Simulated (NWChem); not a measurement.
# One shape, several levels: C8H18 (3,4-dimethylhexane)

Wanted: a comparison of 4 runs (HF/STO-3G, HF/3-21G, B3LYP/6-31G*) of C8H18 (3,4-dimethylhexane). 

The calculation is run with NWChem 7.3.0.

## Step 1: The molecule

C8H18 has 26 atoms, charge 0, and is taken as a singlet. As SMILES, `CCC(C)C(C)CC`. The coordinates come from a PBE0-D4/def2-TZVP relaxation. This is one conformer, not always the lowest.

Some bond lengths: C1–C2 1.520 Å, C2–C3 1.529 Å, C3–C4 1.524 Å, C3–C5 1.539 Å, C5–C6 1.526 Å, C5–C7 1.534 Å, C7–C8 1.521 Å, C1–H9 1.094 Å, C1–H10 1.092 Å, C1–H11 1.093 Å, C2–H12 1.093 Å, C2–H13 1.098 Å, C3–H14 1.100 Å, C4–H15 1.091 Å, C4–H16 1.090 Å, C4–H17 1.095 Å. Some angles: C1–C2–C3 114.8°, C2–C3–C4 111.0°, C2–C3–C5 111.8°, C4–C3–C5 111.1°, C3–C5–C6 112.0°, C3–C5–C7 113.8°, C6–C5–C7 110.2°, C5–C7–C8 115.3°, C1–C2–H12 108.1°, C1–C2–H13 109.7°.

## Step 2: Energy and gradient at HF/STO-3G (run 1)

File run.nw:

```
start run
memory total 2200 mb
charge 0
geometry units atomic noautosym nocenter noautoz
  C  -1.14970937 -4.16495638  3.34216962
  C  -1.61495995 -1.62705419  2.07832079
  C   0.72830045 -0.41158235  0.90272217
  C   2.77978713 -0.00340151  2.88221029
  C   0.08352589  2.07151778 -0.46770722
  C   2.40240882  3.24825024 -1.71454851
  C  -2.06811627  1.82037318 -2.39296019
  C  -1.62837700 -0.10752542 -4.47846194
  H  -0.22431049 -5.48115062  2.04298291
  H   0.03949528 -4.00319582  5.02005745
  H  -2.93002036 -5.02591560  3.93535465
  H  -3.04793927 -1.89312763  0.61491688
  H  -2.43717978 -0.30500180  3.44931710
  H   1.47719891 -1.73590242 -0.51249372
  H   3.25184072 -1.75895708  3.85485232
  H   4.52457126  0.71015908  2.04978593
  H   2.15504367  1.35909103  4.31008735
  H  -0.58127976  3.39886141  0.98643704
  H   3.79192444  3.88206438 -0.33089104
  H   3.34689394  1.90805647 -2.97405097
  H   1.86497071  4.89363477 -2.84233706
  H  -2.36366944  3.68269827 -3.24768332
  H  -3.83387636  1.37704343 -1.41521589
  H  -1.46718336 -2.02559743 -3.72994142
  H  -3.19552688 -0.10110035 -5.82205722
  H   0.09599809  0.29234063 -5.54124392
end
basis spherical bse
  * library STO-3G
end
scf
  thresh 1e-08
  maxiter 80
end
task scf gradient
```

The run is started by

```sh
$ nwchem run.nw > run.out
```

Standard output:

```text
[...]
  functions       =    58
[...]
  wavefunction    = RHF
[...]
         Total SCF energy =   -309.772387617115
      One-electron energy =  -1248.422116934402
      Two-electron energy =    520.495221647479
 Nuclear repulsion energy =    418.154507669808
        Time for solution =     14.5s
[...]
                         RHF ENERGY GRADIENTS
    atom               coordinates                        gradient
                 x          y          z           x          y          z
   1 C      -1.149709  -4.164956   3.342170   -0.005306   0.024062  -0.010300
   2 C      -1.614960  -1.627054   2.078321    0.027814  -0.013500  -0.002580
   3 C       0.728300  -0.411582   0.902722   -0.012305   0.019138   0.019714
   4 C       2.779787  -0.003402   2.882210   -0.017891  -0.005925  -0.021243
   5 C       0.083526   2.071518  -0.467707    0.008140  -0.015149  -0.018625
   6 C       2.402409   3.248250  -1.714549   -0.021512  -0.010262   0.013959
   7 C      -2.068116   1.820373  -2.392960    0.021856  -0.015568   0.000381
   8 C      -1.628377  -0.107525  -4.478462   -0.004076   0.017879   0.019084
   9 H      -0.224310  -5.481151   2.042983    0.003123  -0.004870  -0.003852
  10 H       0.039495  -4.003196   5.020057    0.003913  -0.000681   0.005091
  11 H      -2.930020  -5.025916   3.935355   -0.003947  -0.003675   0.002338
[...]
```

It took 17 s on 1 thread of AMD EPYC 9R14 (Zen 4), shared host; peak memory 0.1 GiB.

## Step 3: Energy and gradient at HF/3-21G (run 2)

File calc.nw:

```
start calc
title "C8H18 hf"
memory 2200 mb

geometry units au noautosym nocenter noautoz
  C   -1.14970937  -4.16495638   3.34216962
  C   -1.61495995  -1.62705419   2.07832079
  C    0.72830045  -0.41158235   0.90272217
  C    2.77978713  -0.00340151   2.88221029
  C    0.08352589   2.07151778  -0.46770722
  C    2.40240882   3.24825024  -1.71454851
  C   -2.06811627   1.82037318  -2.39296019
  C   -1.62837700  -0.10752542  -4.47846194
  H   -0.22431049  -5.48115062   2.04298291
  H    0.03949528  -4.00319582   5.02005745
  H   -2.93002036  -5.02591560   3.93535465
  H   -3.04793927  -1.89312763   0.61491688
  H   -2.43717978  -0.30500180   3.44931710
  H    1.47719891  -1.73590242  -0.51249372
  H    3.25184072  -1.75895708   3.85485232
  H    4.52457126   0.71015908   2.04978593
  H    2.15504367   1.35909103   4.31008735
  H   -0.58127976   3.39886141   0.98643704
  H    3.79192444   3.88206438  -0.33089104
  H    3.34689394   1.90805647  -2.97405097
  H    1.86497071   4.89363477  -2.84233706
  H   -2.36366944   3.68269827  -3.24768332
  H   -3.83387636   1.37704343  -1.41521589
  H   -1.46718336  -2.02559743  -3.72994142
  H   -3.19552688  -0.10110035  -5.82205722
  H    0.09599809   0.29234063  -5.54124392
end

basis "ao basis" spherical bse
  * library 3-21G
end

scf
  thresh 1e-08
  maxiter 80
end

task scf gradient
```

The run is started by

```sh
$ nwchem calc.nw > calc.out
```

Standard output:

```text
[...]
  functions       =   108
[...]
  wavefunction    = RHF
[...]
         Total SCF energy =   -311.699629103126
      One-electron energy =  -1248.668464469687
      Two-electron energy =    518.814327696753
 Nuclear repulsion energy =    418.154507669808
        Time for solution =     16.3s
[...]
                         RHF ENERGY GRADIENTS
    atom               coordinates                        gradient
                 x          y          z           x          y          z
   1 C      -1.149709  -4.164956   3.342170   -0.004164   0.016263  -0.007921
   2 C      -1.614960  -1.627054   2.078321    0.018387  -0.010842  -0.000214
   3 C       0.728300  -0.411582   0.902722   -0.007186   0.012972   0.015019
   4 C       2.779787  -0.003402   2.882210   -0.011523  -0.003304  -0.013246
   5 C       0.083526   2.071518  -0.467707    0.005834  -0.009382  -0.013707
   6 C       2.402409   3.248250  -1.714549   -0.014186  -0.006309   0.008860
   7 C      -2.068116   1.820373  -2.392960    0.015472  -0.011011  -0.001542
   8 C      -1.628377  -0.107525  -4.478462   -0.004118   0.012401   0.012705
   9 H      -0.224310  -5.481151   2.042983    0.002623  -0.003838  -0.003021
  10 H       0.039495  -4.003196   5.020057    0.003951  -0.000075   0.004894
  11 H      -2.930020  -5.025916   3.935355   -0.004151  -0.002634   0.001787
[...]
```

Wall time 19 s (1 thread of AMD EPYC 9R14 (Zen 4), shared host); peak memory 0.099 GiB.

Run 3 isn't shown in full; the table further down has it.

## Step 4: Energy and gradient at B3LYP/6-31G(d) (Cartesian functions) (run 4)

File nw.xyz:

```xyz
26
C8H18 B3LYP
C     -0.608400    -2.204000     1.768600
C     -0.854600    -0.861000     1.099800
C      0.385400    -0.217800     0.477700
C      1.471000    -0.001800     1.525200
C      0.044200     1.096200    -0.247500
C      1.271300     1.718900    -0.907300
C     -1.094400     0.963300    -1.266300
C     -0.861700    -0.056900    -2.369900
H     -0.118700    -2.900500     1.081100
H      0.020900    -2.118400     2.656500
H     -1.550500    -2.659600     2.082500
H     -1.612900    -1.001800     0.325400
H     -1.289700    -0.161400     1.825300
H      0.781700    -0.918600    -0.271200
H      1.720800    -0.930800     2.039900
H      2.394300     0.375800     1.084700
H      1.140400     0.719200     2.280800
H     -0.307600     1.798600     0.522000
H      2.006600     2.054300    -0.175100
H      1.771100     1.009700    -1.573800
H      0.986900     2.589600    -1.504100
H     -1.250800     1.948800    -1.718600
H     -2.028800     0.728700    -0.748900
H     -0.776400    -1.071900    -1.973800
H     -1.691000    -0.053500    -3.080900
H      0.050800     0.154700    -2.932300
```

File nw.nw:

```
start nw
title "C8H18 B3LYP"
memory total 2200 mb
charge 0
geometry units angstrom noautosym nocenter noautoz
  load nw.xyz
end
basis
  * library 6-31G*
end
dft
  xc b3lyp
  grid fine
  convergence energy 1e-08
  iterations 100
  mulliken
  noprint "final vectors analysis"
end
task dft gradient
```

The run is started by

```sh
$ nwchem nw.nw > nw.out
```

Standard output:

```text
[...]
          Wavefunction type:  closed shell.
          No. of atoms     :    26
          No. of electrons :    66
[...]
          Charge           :     0
          Spin multiplicity:     1
[...]
          AO basis - number of functions:   156
[...]
              XC Information
              --------------
                         B3LYP Method XC Potential
                     Hartree-Fock (Exact) Exchange  0.200
                        Slater Exchange Functional  0.800 local
                    Becke 1988 Exchange Functional  0.720 non-local
              Lee-Yang-Parr Correlation Functional  0.810
                  VWN I RPA Correlation Functional  0.190 local
[...]
 d= 0,ls=0.0,diis     1   -315.6205279938 -7.34D+02  5.29D-03  8.43D-01     9.9
[...]
 d= 0,ls=0.0,diis     8   -315.7032273698 -6.85D-10  8.35D-07  2.08D-08    66.9
         Total DFT energy =     -315.703227369784
      One electron energy =    -1252.272995688539
           Coulomb energy =      568.658117216397
    Exchange-Corr. energy =      -50.242886745550
 Nuclear repulsion energy =      418.154537847908
[...]
  wavefunction    = closed shell
[...]
```

Wall time 83 s (1 thread of AMD EPYC 9R14 (Zen 4), shared host); peak memory 0.14 GiB.

## Step 5: All runs side by side

```tsv
run	level	iteration cap	module	energy (Eh)	dipole moment (D)	HOMO energy (eV)	LUMO energy (eV)	wall time
1	HF/STO-3G	80	scf	-309.772388	0.06	-10.53	15.30	17 s
2	HF/3-21G	80	scf	-311.699629	0.05	-11.49	6.63	19 s
3	B3LYP/6-31G* (spherical functions)	100	dft	-315.697764	0.08	-8.01	2.20	82 s
4	B3LYP/6-31G* (Cartesian functions)	100	dft	-315.703227	0.08	–	–	83 s
```

## Step 6: Outcome

```
                       quantity          value
            run 4: total energy  -315.70323 Eh
           run 4: dipole moment         0.08 D
run 4: largest force on an atom     0.274 eV/Å
```

What this shows: The dipole moment (its size) runs from 0.05 D (HF/3-21G) to 0.08 D (B3LYP/6-31G*). The two ends differ in method and basis. Over runs 1, 2, 3 the HOMO–LUMO gap runs from 10.21 eV (B3LYP/6-31G*) to 25.83 eV (HF/STO-3G). In run 1 the basis is minimal, so the values are rough. All runs together took 3.3 min, the longest 83 s.
